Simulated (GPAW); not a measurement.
Set up this calculation in GPAW 26.7.0, as an ASE script.

```
Task                : band structure
Functional          : PBEsol
Potentials or basis : PAW data sets generated in the run's folder for this functional
Cutoff              : 600 eV
Basis               : pw
k mesh              : 8 × 8 × 8
Occupations         : fermi-dirac, width 0.05 eV
Spin                : no spin polarisation
Maxiter             : 150
Band path           : GXWKGLUWLK,UX
Band points         : 80
```

The structure of TiSn lies in TiSn.xyz:

```xyz
2
Lattice="0.0000000000 2.8005500000 2.8005500000 2.8005500000 0.0000000000 2.8005500000 2.8005500000 2.8005500000 0.0000000000" Properties=species:S:1:pos:R:3 pbc="T T T"
Ti     0.0000000000      0.0000000000      0.0000000000
Sn     2.8005500000      2.8005500000      2.8005500000
```

The cell was built by a generator and needn't be a form met in nature.

One way to write it, as run:

run.py

```python
from ase.dft.bandgap import bandgap
from ase.io import read, write
from ase.units import GPa
from gpaw import GPAW, PW, setup_paths

setup_paths.insert(0, '.')

atoms = read('TiSn.xyz')

calc = GPAW(mode=PW(600),
            xc='PBEsol',
            kpts={'size': (8, 8, 8), 'gamma': True},
            occupations={'name': 'fermi-dirac', 'width': 0.05},
            nbands=24,
            convergence={'density': 1e-05, 'energy': 1e-05},
            maxiter=150,
            txt='gpaw.txt')
atoms.calc = calc
energy = atoms.get_potential_energy()
forces = atoms.get_forces()
stress = atoms.get_stress()
calc.write('gs.gpw')
write('result.traj', atoms)
print(f'Energy: {energy:.6f} eV')
print('Forces (eV/A):')
print(forces.round(4))
print('Stress (GPa):', (stress / GPa).round(3))
print('Fermi level:', round(calc.get_fermi_level(), 4), 'eV')
print(f'Gap: {bandgap(calc)[0]:.4f} eV, direct: {bandgap(calc, direct=True)[0]:.4f} eV')

path = atoms.cell.bandpath('GXWKGLUWLK,UX', npoints=80, eps=1e-4)
bs_calc = calc.fixed_density(kpts=path, symmetry='off', nbands=36,
                             convergence={'bands': 'CBM+6.0', 'eigenstates': 1e-6}, txt='bands.txt')
bs = bs_calc.band_structure()
bs.write('bs.json')
print(f'Gap on the path: {bandgap(bs_calc)[0]:.4f} eV')
```

Potentials or basis: PAW data sets generated in the run's folder for this functional, pw.

Launch:

```bash
$ gpaw-setup -f PBEsol Sn Ti
$ OMP_NUM_THREADS=1 python run.py
```

It gave:

```yaml
Pressure: -4.0 GPa
Band_gap_along_the_path: none (metal or under the smearing width)
```

Caveat: spin-orbit coupling is left out, which moves the levels of the heavy elements.

Wall time 72 s on 1 thread of Arm Neoverse V1 (shared host), peak memory 0.29 GiB.
